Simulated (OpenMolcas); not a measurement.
# One shape, several levels: triplet CH3FGeO

Wanted: a comparison of 6 runs (UHF/6-31G*, U-revPBE/6-31G*, UB3LYP/6-31G*, UBHLYP/6-31G*, ROMP2/6-31G*, ROCCSD(T)/6-31G*) of triplet CH3FGeO. 

Program for the calculation: OpenMolcas 26.06.

1 further run of the same task is left out (set aside as unsound or not needed).

### 1 The structure to begin with

The species is CH3FGeO (7 atoms), meant as a triplet with charge 0. As SMILES of the parent species, `C[O][Ge][F]`. The shape is that of a PBE0-D4/def2-TZVP optimisation. This is one conformer, not always the lowest. That shape belongs to the parent species and isn't relaxed for this state.

Bond lengths: C1–O2 1.413 Å, O2–Ge3 1.764 Å, Ge3–F4 1.768 Å, C1–H5 1.092 Å, C1–H6 1.093 Å, C1–H7 1.093 Å. Angles: C1–O2–Ge3 128.6°, O2–Ge3–F4 99.1°, O2–C1–H5 112.1°, O2–C1–H6 109.1°, O2–C1–H7 109.0°, H5–C1–H6 109.1°, H5–C1–H7 109.1°, H6–C1–H7 108.4°.

### 2 The energy at UHF/6-31G(d) (spherical functions) (run 1)

job.input

```
>>> EXPORT MOLCAS_PRINT=2

&GATEWAY
  BasLib
  $CurrDir
  BasisSet
  C.6-31Gs....
  C1 -0.504800 0.491500 0.394900 angstrom
  End of Basis
  BasisSet
  O.6-31Gs....
  O2 0.412400 0.624200 -0.671900 angstrom
  End of Basis
  BasisSet
  Ge.6-31Gs....
  Ge3 1.441700 -0.610700 -1.398400 angstrom
  End of Basis
  BasisSet
  F.6-31Gs....
  F4 0.967400 -1.990600 -0.400200 angstrom
  End of Basis
  BasisSet
  H.6-31Gs....
  H5 -0.548500 -0.532200 0.773800 angstrom
  H6 -0.208000 1.161100 1.206600 angstrom
  H7 -1.498700 0.788500 0.049700 angstrom
  End of Basis

&SEWARD

&SCF
  UHF
  Spin
  3
  Thresholds
  1e-10 1e-07 1e-07 1e-05
  PrOrbitals
  1 2
```

The basis set 6-31G* is read from a file made from the Basis Set Exchange's data (not shown).

The run is started by

```
$ export MOLCAS_MEM=1860
$ pymolcas job.input > job.log
```

Output:

```text
--- Start Module: gateway ---
[...]
--- Stop Module: gateway /rc=_RC_ALL_IS_WELL_ ---
--- Start Module: seward ---
[...]
      Basis functions           80
--- Stop Module: seward /rc=_RC_ALL_IS_WELL_ ---
[...]
--- Start Module: scf ---
[...]
       Convergence after  21 Iterations
[...]
::    Total SCF energy                              -2288.9264803262
[...]
      Total spin, S                                     1.0018975157
[...]
      Total electronic charge=   58.000000
      Total            charge=   -0.000000
[...]
      Dipole Moment (debye):
      Origin of the operator (angstrom)=    0.9942   -0.5297   -0.9274
                   X=  8.0687E-01               Y=  6.3003E-01               Z= -1.1159E+00           Total=  1.5143E+00
      Quadrupole Moment (debye*angstrom):
[...]
--- Stop Module: scf /rc=_RC_ALL_IS_WELL_ ---
[...]
```

Run time: 6 s. Hardware: 1 thread of Intel Xeon 6975P-C (Granite Rapids), shared host; peak memory 0.45 GiB.

### 3 The energy at U-revPBE/6-31G(d) (spherical functions) (run 2)

job.inp

```
* CH3FGeO Kohn-Sham DFT
&GATEWAY
BASLIB=$CurrDir
COORD
7
angstrom
C       -0.504800       0.491500       0.394900
O        0.412400       0.624200      -0.671900
Ge       1.441700      -0.610700      -1.398400
F        0.967400      -1.990600      -0.400200
H       -0.548500      -0.532200       0.773800
H       -0.208000       1.161100       1.206600
H       -1.498700       0.788500       0.049700
BASIS=6-31Gs
GROUP=NoSym
&SEWARD
GRIDINPUT
Grid=UltraFine
End of Grid
&SCF
UHF
SPIN=3
KSDFT=revPBE
THRESHOLDS=1e-10 1e-07 1e-07 1e-05
PRORBITALS=1 1
```

The basis set 6-31G* is read from a file made from the Basis Set Exchange's data (not shown).

The run is started by

```
$ export MOLCAS_MEM=1860
$ pymolcas job.inp > job.log
```

Output:

```text
--- Start Module: gateway ---
[...]
--- Stop Module: gateway /rc=_RC_ALL_IS_WELL_ ---
--- Start Module: seward ---
[...]
      Basis functions           80
--- Stop Module: seward /rc=_RC_ALL_IS_WELL_ ---
[...]
--- Start Module: scf ---
[...]
       Convergence after  27 Iterations
[...]
::    Total KS-DFT energy                           -2291.3747970642
[...]
      Total spin, S                                     1.0007831659
[...]
      Total electronic charge=   58.000000
      Total            charge=   -0.000000
[...]
      Dipole Moment (debye):
      Origin of the operator (angstrom)=    0.9942   -0.5297   -0.9274
                   X= -3.9694E-01               Y=  9.0690E-01               Z=  1.2813E-01           Total=  9.9822E-01
      Quadrupole Moment (debye*angstrom):
[...]
--- Stop Module: scf /rc=_RC_ALL_IS_WELL_ ---
[...]
```

It took 34 s on 1 thread of Intel Xeon 6975P-C (Granite Rapids), shared host; peak memory 0.45 GiB.

Runs 3 to 5 aren't shown in full; the table further down has their settings and results.

### 4 A single-point energy at ROCCSD(T)/6-31G(d) (spherical functions) (run 6)

mol.inp

```
* CH3FGeO CCSD(T)
>>> EXPORT MOLCAS_PRINT=2

&GATEWAY
  BasLib
  $CurrDir
  BasisSet
  C.6-31Gs....
  C1 -0.504800 0.491500 0.394900 angstrom
  End of Basis
  BasisSet
  O.6-31Gs....
  O2 0.412400 0.624200 -0.671900 angstrom
  End of Basis
  BasisSet
  Ge.6-31Gs....
  Ge3 1.441700 -0.610700 -1.398400 angstrom
  End of Basis
  BasisSet
  F.6-31Gs....
  F4 0.967400 -1.990600 -0.400200 angstrom
  End of Basis
  BasisSet
  H.6-31Gs....
  H5 -0.548500 -0.532200 0.773800 angstrom
  H6 -0.208000 1.161100 1.206600 angstrom
  H7 -1.498700 0.788500 0.049700 angstrom
  End of Basis

&SEWARD

&SCF
  UHF
  Spin
  3
  Thresholds
  1e-10 1e-07 1e-07 1e-05
  PrOrbitals
  1 1

&RASSCF
  FileOrb
  $Project.UnaOrb
  Spin
  3
  Nactel
  2 0 0
  Inactive
  28
  Ras2
  2
  OutOrbitals
  Canonical
  OrbListing
  NoCore

&MOTRA
  JobIph
  Frozen
  12

&CCSDT
  CCT
  Triples
  3
  Iterations
  80
  Accuracy
  1e-08
  Extrapolation
  5 4
```

The basis set 6-31G* is read from a file made from the Basis Set Exchange's data (not shown).

The run is started by

```
$ export MOLCAS_MEM=1860
$ pymolcas mol.inp > mol.log
```

Output:

```text
--- Start Module: gateway ---
[...]
--- Stop Module: gateway /rc=_RC_ALL_IS_WELL_ ---
[...]
      Basis functions           80
[...]
       Convergence after  21 Iterations
[...]
::    Total SCF energy                              -2288.9264803262
[...]
      Total spin, S                                     1.0018975157
[...]
      Number of active orbitals                  2
[...]
      Spin quantum number                      1.0
[...]
      Active orbitals                            2
[...]
      Number of CSFs                             1
[...]
      Number of root(s) required                 1
[...]
      Convergence after  9 iterations
[...]
      printout of CI-coefficients larger than  0.05 for root  1
      energy=   -2288.924116
      conf/sym  11     Coeff  Weight
             1  uu   1.00000 1.00000
      Natural orbitals and occupation numbers for root  1
      sym 1:   1.000000   1.000000
      ************************************************************************************************************************
      *                                                    Final results                                                     *
[...]
::    RASSCF root number  1 Total energy:  -2288.92411616
[...]
      Total electronic charge=   58.000000
      Total            charge=   -0.000000
[...]
      Dipole Moment (debye):
      Origin of the operator (angstrom)=    0.9942   -0.5297   -0.9274
                   X=  8.3857E-01               Y=  6.1794E-01               Z= -1.1471E+00           Total=  1.5495E+00
      Quadrupole Moment (debye*angstrom):
[...]
--- Start Module: motra ---
[...]
      *** WARNING: Default frozen orbitals is overwritten by user input.
      *** Default values:  17
[...]
--- Stop Module: motra /rc=_RC_ALL_IS_WELL_ ---
--- Start Module: ccsdt ---
[...]
      Convergence after                    25  Iterations
      Total energy (diff) :   -2289.63073253      -0.00000000
[...]
 METHOD                       : CCSD+T(CCSD)+<T3(1)WT1>+<T3(1)UT2> = CCSD(T)
[...]
       CCSD     =     -2289.6307325264984
[...]
--- Stop Module: ccsdt /rc=_RC_ALL_IS_WELL_ ---
[...]
```

Run time: 55 s. Hardware: 1 thread of Intel Xeon 6975P-C (Granite Rapids), shared host; peak memory 0.45 GiB.

### 5 The series

```tsv
run	level	integration grid	frozen core orbitals	energy (Eh)	dipole moment (D)	HOMO energy (eV)	⟨S²⟩	wall time
1	UHF/6-31G* (spherical functions)	–	–	-2288.926480	1.51	-7.65	2.006	6 s
2	U-revPBE/6-31G* (spherical functions)	UltraFine	–	-2291.374797	1.00	-3.13	2.002	34 s
3	UB3LYP/6-31G* (spherical functions)	UltraFine	–	-2291.644368	0.94	-4.05	2.003	31 s
4	UBHLYP/6-31G* (spherical functions)	UltraFine	–	-2291.478990	1.01	-5.45	2.005	31 s
5	ROMP2/6-31G* (spherical functions)	–	12	-2289.628260	–	–	–	9.3 s
6	ROCCSD(T)/6-31G* (spherical functions)	–	12	-2289.646526	–	–	–	55 s
```

### 6 Results

| quantity | value |
| --- | --- |
| run 6: total energy | -2289.64653 Eh |
| run 6: (T) correction | -15.79 mEh |

What this shows: Over runs 1, 2, 3, 4 the dipole moment (its size) runs from 0.94 D (UB3LYP/6-31G*) to 1.51 D (UHF/6-31G*). Totals of different functionals can't be ranked against each other. All runs together took 2.8 min, the longest 55 s.
